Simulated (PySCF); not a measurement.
# Al4H4O4 ((HAlO)4 cubane): the cost of one run

Programs: PySCF 2.14.0, with density-fitted response routines of our own. Each step states its level of theory. These are calculated values for one molecule in the gas phase, unless marked as measured. Atoms are numbered from 0 throughout.

### Step 1. The molecule as given

12 atoms, charge 0, multiplicity 1; geometry from: GFN2-xTB. The atoms were then displaced at random by about 0.03 Å, so the start is not that level's minimum.

Bonds of the start (Å): Al0–H1 1.50, Al0–O2 1.88, Al0–O5 1.93, Al0–O8 1.74, O2–Al3 1.81, O2–Al9 1.88, Al3–H4 1.59, Al3–O5 1.80, Al3–O11 1.79, O5–Al6 1.90, Al6–H7 1.51, Al6–O8 1.90, Al6–O11 1.86, O8–Al9 1.89, Al9–H10 1.47, Al9–O11 1.86.

### Step 2. Relaxing the molecule at PBE0-D3(BJ)/def2-SVP

What the job is given:

```
{"job": {"xc": "PBE0", "basis": "def2-SVP", "d3": "d3bj", "grid": 1, "maxiter": 40, "shake": 0.03, "kind": "geom"}, "charge": 0, "multiplicity": 1}
Al     0.193420     0.884750     1.313420
H      0.232560     1.840260     2.468350
O     -1.010490    -0.549420     1.140950
Al    -1.439310     0.005430    -0.527180
H     -2.950730    -0.043670    -1.015760
O     -0.451060     1.500640    -0.403810
Al     0.994270     0.544630    -1.181660
H      1.886680     1.067810    -2.280190
O      1.510640     0.024420     0.566080
Al     0.431990    -1.518610     0.428530
H      0.829010    -2.889220     0.800510
O     -0.111500    -0.949760    -1.258260
```

Started as:

```
$ OMP_NUM_THREADS=1 python probes_run.py task.json out
```

This one command runs all jobs of the session in turn.

Q: Estimate the wall time and peak memory of this first job on 1 thread of Intel Xeon at 2.50GHz, shared host.

About 4.9 min, with a peak of 0.59 GiB.
